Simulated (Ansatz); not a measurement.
# As7Ir: the cost of one run

Program: Ansatz 0.2.0. Level of theory: DFT PBE, scalar-relativistic, plane waves, PAW. These are calculated values, not measurements.

1 further run of the same task is left out (it didn't finish). Runs told in other sessions of the task aren't counted.

### Step 1. The structure to begin with

It takes space group P6/mmm (No. 191, hexagonal). Conventional cell: a = 7.265 Å, b = 7.265 Å, c = 8.419 Å, α = 90.00°, β = 90.00°, γ = 120.00°. Around As (site symmetry m2m) lie 1 As at 1.32 Å. As (site symmetry 6/mmm) is surrounded by 12 As at 2.97 to 4.29 Å and 2 Ir at 4.21 Å. Ir (site symmetry 6/mmm) has 2 As at 4.21 Å in its first shell of neighbours.

As a file:

```
As Ir
1.0
     7.26544    0.00000    0.00000
    -3.63272    6.29205    0.00000
     0.00000    0.00000    8.41895
As Ir
7 1
Direct
  0.40923 0.00000 0.00000
  0.00000 0.40923 0.00000
  0.59077 0.59077 0.00000
  0.59077 0.00000 0.00000
  0.00000 0.59077 0.00000
  0.40923 0.40923 0.00000
  0.00000 0.00000 0.00000
  0.00000 0.00000 0.50000
```

Recipe of the guess: random cell by space group and Wyckoff sites (P6/mmm, No. 191). Lengths come from tabulated atomic sizes and are only a guess.

### Step 2. The guess as it stands, on a coarse mesh

Input file input.yaml:

```yaml
crystal:
  lattice:
    - [7.26543685, 0.0, 0.0]
    - [-3.63271843, 6.29205288, 0.0]
    - [0.0, 0.0, 8.41895085]
  atoms:
    - { symbol: As, position: [0.40922654, 0.0, 0.0] }
    - { symbol: As, position: [0.0, 0.40922654, 0.0] }
    - { symbol: As, position: [0.59077346, 0.59077346, 0.0] }
    - { symbol: As, position: [0.59077346, 0.0, 0.0] }
    - { symbol: As, position: [0.0, 0.59077346, 0.0] }
    - { symbol: As, position: [0.40922654, 0.40922654, 0.0] }
    - { symbol: As, position: [0.0, 0.0, 0.0] }
    - { symbol: Ir, position: [0.0, 0.0, 0.5] }
basis:
  ecutwfc: 420
kpoints:
  mp_grid: { grid: [3, 3, 2] }
hamiltonian:
  xc: pbe
scf:
  occupations: { method: gaussian, width: 0.1 }
  lower_state_search: "off"
output:
  forces: true
  stress: true
  eigenvalues: true
```

Run with:

```console
$ ansatz run input.yaml --threads 1 --pin off --max-ram 2560MiB --backend cpu --events-out ev --progress --plain --runs-dir out
```

Q: Estimate wall time and peak memory on 1 thread of Intel Xeon 6975P-C (Granite Rapids), shared host.

About 7.3 s, with a peak of 0.65 GiB.
